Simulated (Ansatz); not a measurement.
**H₂Se (singlet): from Hartree-Fock to the top rungs at distance Se1–H3 = 1.146 Å, 6-31G**

Aim: climb from Hartree-Fock through coupled cluster and multireference methods for H₂Se (singlet) at one geometry and basis, and see what each rung misses.

Method: 6-31G, core rule «outside noble gas», up to 14 orbitals frozen; program: Ansatz 0.2.0, Gaussian basis.

The runs, in order: UHF; CCSD(T) on RHF; BCCD(T) on RHF; CISD; CCSDT(Q) on RHF; CCSDTQ on RHF; CASSCF and MRCISD+Q, 2 electrons in 2 orbitals; CASSCF and NEVPT2, 2 electrons in 2 orbitals; CASSCF and MRCISD+Q, 8 electrons in 6 orbitals; CASSCF and NEVPT2, 8 electrons in 6 orbitals; Full CI.

17 further runs of the same task are left out: 16 that didn't finish, 1 set aside as unsound or not needed. Runs told in other sessions of the task aren't counted.

## (1) What is computed

The geometry derives from a PBE0/def2-TZVP stationary point (not a proven minimum). One bond is set to the value named and the two fragments are kept rigid. No spin-orbit coupling is included. The filled d shell of Se may be among the frozen orbitals whatever the setting's name suggests.

3 atoms, charge 0, spin multiplicity 1.

Atoms are counted from 1 here; the program's logs count them from 0.

Bond lengths: Se1–H2 1.467 Å, Se1–H3 1.146 Å. Angles: H2–Se1–H3 91.2°.

## (2) UHF

Contents of in.yaml:

```yaml
crystal:
  periodic: [false, false, false]
  atoms:
    - {symbol: Se, position_ang: [0.000000, -0.022760, 0.002853]}
    - {symbol: H, position_ang: [0.000000, 1.003738, -1.044937]}
    - {symbol: H, position_ang: [0.000000, 0.779220, 0.821476]}
basis:
  gaussian: {orbitals: 6-31G}
magnetization: {spin_polarized: true, initial_magnetization: 0}
hamiltonian: {xc: hf}
output: {orbitals: {seedname: orbitals}}
```

Run with:

```sh
$ ansatz run in.yaml --threads 1 --pin off --events-out ev --progress --plain --max-ram 2393MiB
```

The runs that follow: CCSD(T) on RHF; BCCD(T) on RHF; CISD; CCSDT(Q) on RHF; CCSDTQ on RHF; CASSCF and MRCISD+Q, 2 electrons in 2 orbitals; CASSCF and NEVPT2, 2 electrons in 2 orbitals; CASSCF and MRCISD+Q, 8 electrons in 6 orbitals; CASSCF and NEVPT2, 8 electrons in 6 orbitals; Full CI.

**Question.** What will the summary of the whole plan be? Wanted: FCI from the RHF energy; RMP2 from FCI; RCCSD from FCI; RCCSD(T) from FCI; RCCSDT(Q) from FCI; NEVPT2 pair from FCI; MRCISD+Q pair from FCI; NEVPT2 valence from FCI; T1 diagnostic.

The runs gave:

| quantity | value |
| --- | --- |
| FCI from the RHF energy | -1.8550 eV |
| RMP2 from FCI | +40.3 kJ/mol |
| RCCSD from FCI | +2.1 kJ/mol |
| RCCSD(T) from FCI | +0.4 kJ/mol |
| RCCSDT(Q) from FCI | 0.0 kJ/mol |
| NEVPT2 pair from FCI | +27.4 kJ/mol |
| MRCISD+Q pair from FCI | +0.3 kJ/mol |
| NEVPT2 valence from FCI | +23.0 kJ/mol |
| levels within 1 kcal/mol (43 meV) | RCCSD, RCCSD(T), BCCD(T), RCCSDT, RCCSDT(Q), RCCSDTQ, MRCISD pair, MRCISD+Q pair, MRCISD valence, MRCISD+Q valence |
| T1 diagnostic | 0.006 |
| effectively unpaired electrons | 0.02 |

**Reading.** RCCSD(T) lands +0.4 kJ/mol from the yardstick (0.2 % of the correlation energy). One determinant dominates. Of the multireference levels listed MRCISD+Q pair comes nearest in total energy (+0.3 kJ/mol), which doesn't show that its space is the better one. These misses are within one basis, not against nature.
